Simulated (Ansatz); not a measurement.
# BBi: the cost of one run

Program: Ansatz 0.2.0. Level of theory: the levels named in each step. These are calculated values, not measurements.

## (1) The system as given

Bond lengths: B1–Bi2 2.043 Å.

As a file:

```xyz
2

B     0.0000    0.0000    0.0000
Bi    0.0000    0.0000    2.0427
```

## (2) A rough first relaxation, PBE-D4/def2-SVPD

This run stands in another session on the same molecule. It ended at:

```xyz
2

B     0.0000    0.0000   -0.0284
Bi    0.0000    0.0000    2.0711
```

## (3) Relaxation, HF/def2-SVPD

File input.yaml:

```yaml
crystal:
  periodic: [false, false, false]
  atoms:
    - { symbol: B, position_ang: [0.0, 0.0, -0.02843886] }
    - { symbol: Bi, position_ang: [0.0, 0.0, 2.07114886] }
magnetization:
  spin_polarized: true
  initial_magnetization: 1
total_charge: -1
basis:
  gaussian: { orbitals: def2-SVPD }
hamiltonian:
  xc: hf
relax:
  f_tol: 0.002
  max_steps: 150
```

The run is started by

```bash
ansatz run input.yaml --threads 1 --pin off --max-ram 2560MiB --backend cpu --events-out ev --progress --plain --runs-dir out
```

**Question.** How long does this run take on 1 thread of Intel Xeon at 2.50GHz (Skylake/Cascade Lake), shared host, and how much memory does it need?

About 30 s, with a peak of 0.12 GiB.
